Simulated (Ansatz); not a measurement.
# PtSe (P-6m2) in Ansatz: notebook

One crystal, PtSe, is run at these levels: PBE; tasks: density of states, electric field gradients.

All numbers are computed with Ansatz 0.2.0; they aren't measurements. Logs are shortened: lines on timing, memory, paths and dates and some standing lists are left out, and cuts for length are marked.

### Step 1. The structure

The structure is hexagonal, space group P-6m2 (No. 187). The conventional cell has a = 3.702 Å, b = 3.702 Å, c = 3.613 Å, α = 90.00°, β = 90.00°, γ = 120.00°. Around Pt (site symmetry -6m2) lie 6 Se at 2.80 Å. Around Se (site symmetry -6m2) lie 6 Pt at 2.80 Å.

The cell comes from a database or a generator and needn't be the stable form of this composition.

### Step 2. Density of states, PBE

input.yaml

```yaml
crystal:
  lattice:
    - [3.70187033, 0.0, 0.0]
    - [-1.85093516, 3.20591375, 0.0]
    - [0.0, 0.0, 3.61284203]
  atoms:
    - { symbol: Pt, position: [0.0, 0.0, 0.0] }
    - { symbol: Se, position: [0.6666666667, 0.3333333333, 0.5] }
kpoints:
  mp_grid: { grid: [8, 8, 7] }
scf:
  occupations: { method: fermi_dirac, width: 0.05 }
hamiltonian:
  xc: pbe
  pseudopotentials: { kind: all_electron, datasets: crystal }
output:
  forces: true
  stress: true
  eigenvalues: true
  dos: { projected: false, de: 0.2, e_range: [-10, 8] }
```

Potentials or basis: all-electron PAW datasets made for the crystal.

Launch:

```console
$ ansatz run input.yaml --threads 1 --pin off --max-ram 3072MiB --backend cpu --events-out ev --progress --plain --runs-dir out
```

The program printed:

```text
Warning: RAYON_NUM_THREADS=1 ignored (pool sized by the plan → 1); use --threads N
hamiltonian.pseudopotentials.datasets: crystal makes datasets for this crystal and solves the spheres of its atoms anew in each pass: cutoff 260.0 eV, the density's 1040.0 eV; for an error of 0.50 meV an atom under PBE, 1.0 meV for the cell; an energy difference from a run of another recipe may be off by several times the error for the cell, under r2SCAN by more, where some 0.1 meV an atom stays at smaller errors; Se in spheres of 1.376 Å, 6 of its electrons in bands; Pt in spheres of 1.376 Å, 10 of its electrons in bands, 8 on its site; only band paths and densities of states list, in semicore columns, the levels of the semicore shells that are solved separately: 5s of Pt, 5p of Pt
Engine: ansatz 0.2.0, x86_64-unknown-linux-gnu
Pseudopotentials: kind: all_electron
Pseudopotential: Pt, paw, valence charge 18, recommended cutoff 260 eV (normal), crystal/all_electron/pbe/scalar/gaussian/Pt, Koelling and Harmon's equation, gaussian nucleus
Pseudopotential: Se, paw, valence charge 6, recommended cutoff 260 eV (normal), crystal/all_electron/pbe/scalar/gaussian/Se, Koelling and Harmon's equation, gaussian nucleus
Functional definition: PBE
  parameter kappa = 0.804
  parameter beta = 0.06672455060314922
  exchange = pbe_x(kappa = kappa, mu = beta*pi^2/3)
  correlation = pbe_c(beta = beta)
Crystal: 2 atoms, lattice volume = 42.877 Å³
Basis set: ecut = 260 eV, 405 PW (Γ), exchange–correlation on 40×40×40 points (8 copies of the dense FFT grid, shifted against one another)
Bands: 12, of which v1, the nominal top of the filled ones, is band 8 counted from 1 (7 counted from 0)
Symmetry: 12 space group operations
Space group: P-6m2 (ITA 187), of the structure as read, at distance tolerance 3.5e-5 Å
k-points: 40 of 448 (time reversal used)
Non-local potential: Pt, projectors of the file, l = 0: 1, l = 1: 1, l = 2: 2
Non-local potential: Se, projectors of the file, l = 0: 1, l = 1: 1
PAW form: soft (Blöchl's): semilocal exchange-correlation on the pseudo side does not see the compensation charge
PAW one-centre angular grid: Pt, 590 points (default); XC on its mesh's 1817 points in the sphere
PAW one-centre angular grid: Se, 110 points (default); XC on its mesh's 1903 points in the sphere
Initial density: superposition of atomic densities (neutral atoms: chi_scale 0, normalization atom)
Initial wavefunctions: pseudopotential atomic-orbital guess
Functional: x = pbe(κ = 0.804, μ = 0.2195149727645171), c = pbe(β = 0.06672455060314922)
iter 1 solved again at ethr=5.01e-3 eV; its pass at ethr=1.00e-1 eV (dr2=8.02e-1 eV) is discarded
SCF iter   1: F=—  HF=-567082.549941 eV  |F-HF|=—  |Δ(HF+E_count)|=         —  Δρ=4.31e-2  dr2=8.91e-1  ethr=5.01e-3  ⟨swp⟩=3.0  Hψ=2780  notcnv=0
preconditioner: auto → none  [metal: Δε(μ)=0.076 eV  Ē_g=8.471 eV  σ=0.050 eV  W_gap=0.36  n_scr=8 (ndim 8)  ℏωp=22.7 eV  f_vac=0.000  D(μ)=1.07/eV (n_scr^D=8)  sad-step TF]
SCF iter   2: F=—  HF=-567082.397213 eV  |F-HF|=—  |Δ(HF+E_count)|=   1.53e-1  Δρ=1.75e-2  dr2=1.26e-1  ethr=5.01e-3  ⟨swp⟩=2.1  Hψ=963  notcnv=0
iter 3 solved again at ethr=7.57e-5 eV; its pass at ethr=7.89e-4 eV (dr2=1.21e-2 eV) is discarded
SCF iter   3: F=—  HF=-567082.364516 eV  |F-HF|=—  |Δ(HF+E_count)|=   3.27e-2  Δρ=4.14e-3  dr2=1.18e-2  ethr=7.57e-5  ⟨swp⟩=2.1  Hψ=2270  notcnv=0  defer=4
SCF iter   4: F=—  HF=-567082.369879 eV  |F-HF|=—  |Δ(HF+E_count)|=   5.36e-3  Δρ=6.49e-3  dr2=2.71e-2  ethr=7.40e-5  ⟨swp⟩=3.0  Hψ=1222  notcnv=0  defer=2
SCF iter   5: F=—  HF=-567082.368442 eV  |F-HF|=—  |Δ(HF+E_count)|=   1.44e-3  Δρ=2.22e-3  dr2=3.67e-3  ethr=7.40e-5  ⟨swp⟩=3.0  Hψ=1222  notcnv=0  defer=2
SCF iter   6: F=—  HF=-567082.368667 eV  |F-HF|=—  |Δ(HF+E_count)|=   2.26e-4  Δρ=3.17e-4  dr2=8.94e-5  ethr=2.29e-5  ⟨swp⟩=2.0  Hψ=814  notcnv=0  defer=2
SCF iter   7: F=—  HF=-567082.368646 eV  |F-HF|=—  |Δ(HF+E_count)|=   2.18e-5  Δρ=9.97e-5  dr2=6.54e-6  ethr=5.59e-7  ⟨swp⟩=2.9  Hψ=1229  notcnv=0  defer=1
SCF iter   8: F=—  HF=-567082.368640 eV  |F-HF|=—  |Δ(HF+E_count)|=   5.16e-6  Δρ=8.04e-5  dr2=6.12e-6  ethr=4.08e-8  ⟨swp⟩=3.0  Hψ=940  notcnv=0
SCF iter   9: F=—  HF=-567082.368639 eV  |F-HF|=—  |Δ(HF+E_count)|=   1.33e-6  Δρ=2.14e-5  dr2=3.99e-7  ethr=3.82e-8  ⟨swp⟩=2.0  Hψ=810  notcnv=0
SCF iter  10: F=-567082.368639 eV  HF=-567082.368639 eV  |F-HF|=1.84e-8  |Δ(HF+E_count)|=   6.11e-8  Δρ=5.89e-6  dr2=2.38e-8  ethr=2.49e-9  ⟨swp⟩=2.2  Hψ=820  notcnv=0
SCF 1 converged in 10 iterations: F = -567082.368649 eV  dr2 = 2.38e-8
  Residual-converged pass: ⟨swp⟩=3.6  Hψ=1161  notcnv=0  max |occ|·‖R‖ = 5.3e-6 eV (tolerance 5.3e-6 eV)  dr2=2.20e-8  dr2_onsite=8.70e-9  max |Δocc| = 1.6e-9
SCF converged after 10 iterations
Free energy (F): -567082.368649 eV
Harris-Foulkes:  -567082.368649 eV  (|F-HF|=1.84e-8)
Internal energy: -567082.358379 eV  (E = F + TS)
E sigma→0 (E₀):  -567082.363514 eV
Entropy (-TS):   -0.010269 eV (-5.135 meV/atom)
Past the cutoff: the bands carry plane waves up to 1.75 times it, of which those up to 1.5 times it add -0.000207 eV an atom, each by itself; the spheres take 0.000244 eV an atom off the energy for waves past 1.75 times it
By the cutoff:   a pressure is off by up to 0.007 GPa (1.2 times the spheres' own share and the shells' term, over an atom's volume, and 0.004 GPa: a bound that held against runs at twice the plane waves)
Past the cutoffs: a stress includes 0.0015 GPa for waves and charges beyond them, in addition to the slope of what the spheres take
In the spheres:  the bands' charges fall short by 5.6e-7 e at most (sound up to 1e-3), those of shells solved beside the bands by 5.3e-7 e (sound up to 5e-4)
Fermi energy:    14.957234 eV
--- Per-component energies (eV) ---
  E_band       = 172.033749
  E_kinetic    = 259.507746
  E_local      = -1982.718700  (includes V_loc(G=0)·N_el)
  E_nonlocal   = 199.721310
  E_hartree    = 989.363210
  E_xc         = -150.063017
  E_vxc        = -179.314291  (∫ρ·V_xc dr)
  E_paw        = -570085.837043  (= ΣΔE_a)
  E_vpaw       = -6224.202312  (= ΣTr[D̂ρ^β])
  E_ewald      = -2432.636362
  E_smearing   = -0.010269  (= −TS)
  E_closure    = 6120.304477  (closes the sum)
  Σ components = -567082.368649   (vs F -567082.368649, Δ=0.00e0)
  The terms above E_closure are by the made datasets' own strengths, without shells solved beside the bands.
--- Forces (eV/Å), atoms counted from 1 ---
  atom   1  Pt    -0.00000000    -0.00000000    -0.00000000
  atom   2  Se     0.00000000     0.00000000    -0.00000000
  max |Σ_I F_I| component: 2.89e-17 eV/Å
--- Stress (GPa, compression-positive) ---
       -9.822662      -0.000000       0.000000
        0.000000      -9.822662       0.000000
        0.000000       0.000000     -14.694328
  P = ⅓ Tr σ = -11.4466 GPa (-114.466 kbar)
  It holds what live shells' own plane waves past their cutoff add
--- Band table (eV; the first three rows and the last of 40) ---
  k-point 0: bands = ["0.5002", "11.3921", "11.3921", "11.5803", "12.9368", "12.9685", "12.9685", "14.8768", "15.5735", "15.5735"]
  k-point 1: bands = ["0.6404", "10.7941", "11.4628", "11.4628", "12.5679", "12.7855", "12.7855", "15.6464", "15.6464", "16.2056"]
  k-point 2: bands = ["0.9935", "9.1863", "11.5896", "11.5896", "12.5179", "12.5179", "12.9261", "15.6351", "15.6351", "17.8958"]
  k-point 39: bands = ["1.9453", "9.5879", "9.7898", "10.9444", "12.7826", "13.5203", "13.6230", "14.6607", "15.5243", "16.0072"]
```

Run time: 21 s. Hardware: 1 thread of Intel Xeon at 2.50GHz (Skylake/Cascade Lake), shared host; peak memory 0.51 GiB.

Results:

| Quantity | Value |
| --- | --- |
| Free energy | -567082.3686 eV |
| Pressure | -11.4 GPa |
| Band gap on the k mesh | none (metal or under the smearing width) |

Stress tensor (GPa, compression positive):
```
 -9.82   0.00   0.00
  0.00  -9.82   0.00
  0.00   0.00 -14.69
```

Levels at points of the mesh, in eV from the Fermi level:
| k point | band 5 | band 6 | band 7 | band 8 | band 9 | band 10 |
| --- | --- | --- | --- | --- | --- | --- |
| (0.00, 0.00, 0.00) | -2.02 | -1.99 | -1.99 | -0.08 | 0.62 | 0.62 |
| (0.00, -0.50, 0.00) | -2.60 | -2.16 | -1.25 | -1.12 | 1.23 | 2.69 |

States per cell in windows of 0.5 eV (zero at the Fermi level; states under -8 eV left out):
```csv
from (eV),total
-8.0,0.00
-7.5,0.00
-7.0,0.03
-6.5,0.29
-6.0,0.92
-5.5,0.69
-5.0,0.72
-4.5,1.30
-4.0,1.41
-3.5,0.65
-3.0,1.22
-2.5,1.55
-2.0,1.49
-1.5,1.96
-1.0,1.28
-0.5,0.44
0.0,0.80
0.5,0.94
1.0,0.43
1.5,0.18
2.0,0.22
2.5,0.28
3.0,0.42
3.5,0.51
4.0,0.24
4.5,0.13
5.0,0.19
5.5,0.58
6.0,0.72
6.5,0.43
7.0,0.34
7.5,0.47
```

Caveat: the program warned that the printed levels may be off, so bands, gaps and densities of states are rough. Spin-orbit coupling is left out, which matters for the levels of Pt.

### Step 3. Electric field gradients, PBE

input.yaml, as its differences from that of step 2:

```diff
@@ -19,2 +19,4 @@
   eigenvalues: true
-  dos: { projected: false, de: 0.2, e_range: [-10, 8] }
+  efg: {}
+  elf: true
+  volumetric_format: npy
```

Potentials or basis: all-electron PAW datasets made for the crystal.

Launch:

```console
$ ansatz run input.yaml --threads 1 --pin off --max-ram 3072MiB --backend cpu --events-out ev --progress --plain --runs-dir out
```

The program printed:

```text
Warning: RAYON_NUM_THREADS=1 ignored (pool sized by the plan → 1); use --threads N
hamiltonian.pseudopotentials.datasets: crystal makes datasets for this crystal and solves the spheres of its atoms anew in each pass: cutoff 260.0 eV, the density's 1040.0 eV; for an error of 0.50 meV an atom under PBE, 1.0 meV for the cell; an energy difference from a run of another recipe may be off by several times the error for the cell, under r2SCAN by more, where some 0.1 meV an atom stays at smaller errors; Se in spheres of 1.376 Å, 6 of its electrons in bands; Pt in spheres of 1.376 Å, 10 of its electrons in bands, 8 on its site; only band paths and densities of states list, in semicore columns, the levels of the semicore shells that are solved separately: 5s of Pt, 5p of Pt
Pt: output.efg is read without spin–orbit coupling, which moves field gradients at and beside such atoms by some per cent and up to a factor of two; PAW files take it under magnetization.noncollinear and magnetization.spin_orbit
Engine: ansatz 0.2.0, x86_64-unknown-linux-gnu
Pseudopotentials: kind: all_electron
Pseudopotential: Pt, paw, valence charge 18, recommended cutoff 260 eV (normal), crystal/all_electron/pbe/scalar/gaussian/Pt, Koelling and Harmon's equation, gaussian nucleus
Pseudopotential: Se, paw, valence charge 6, recommended cutoff 260 eV (normal), crystal/all_electron/pbe/scalar/gaussian/Se, Koelling and Harmon's equation, gaussian nucleus
Functional definition: PBE
  parameter kappa = 0.804
[... 64 lines left out ...]
       -9.822662      -0.000000       0.000000
        0.000000      -9.822662       0.000000
        0.000000       0.000000     -14.694328
  P = ⅓ Tr σ = -11.4466 GPa (-114.466 kbar)
  It holds what live shells' own plane waves past their cutoff add
--- PAW observables at the nuclei: V_zz in 10²¹ V/m², potentials from the cell's mean, atoms counted from 1 ---
  atom   1  Pt V_zz =    +1.520499   η = 0.0000   by run symmetry: allowed
            electrostatic potential = -16115.969633 V   contact ρ = 12077387.342097 e/Å³
  atom   2  Se V_zz =    +2.843295   η = 0.0000   by run symmetry: allowed
            electrostatic potential = -4714.479690 V   contact ρ = 262982.346081 e/Å³
--- Band table (eV; the first three rows and the last of 40) ---
  k-point 0: bands = ["0.5002", "11.3921", "11.3921", "11.5803", "12.9368", "12.9685", "12.9685", "14.8768", "15.5735", "15.5735"]
  k-point 1: bands = ["0.6404", "10.7941", "11.4628", "11.4628", "12.5679", "12.7855", "12.7855", "15.6464", "15.6464", "16.2056"]
  k-point 2: bands = ["0.9935", "9.1863", "11.5896", "11.5896", "12.5179", "12.5179", "12.9261", "15.6351", "15.6351", "17.8958"]
  k-point 39: bands = ["1.9453", "9.5879", "9.7898", "10.9444", "12.7826", "13.5203", "13.6230", "14.6607", "15.5243", "16.0072"]
```

Wall time 20 s (1 thread of Intel Xeon at 2.50GHz (Skylake/Cascade Lake), shared host); peak memory 0.52 GiB.

Results:

| Item | Value |
| --- | --- |
| Free energy | -567082.3686 eV |
| Pressure | -11.4 GPa |
| Band gap on the k mesh | none (metal or under the smearing width) |

(Part 1 of 2 ends here.)
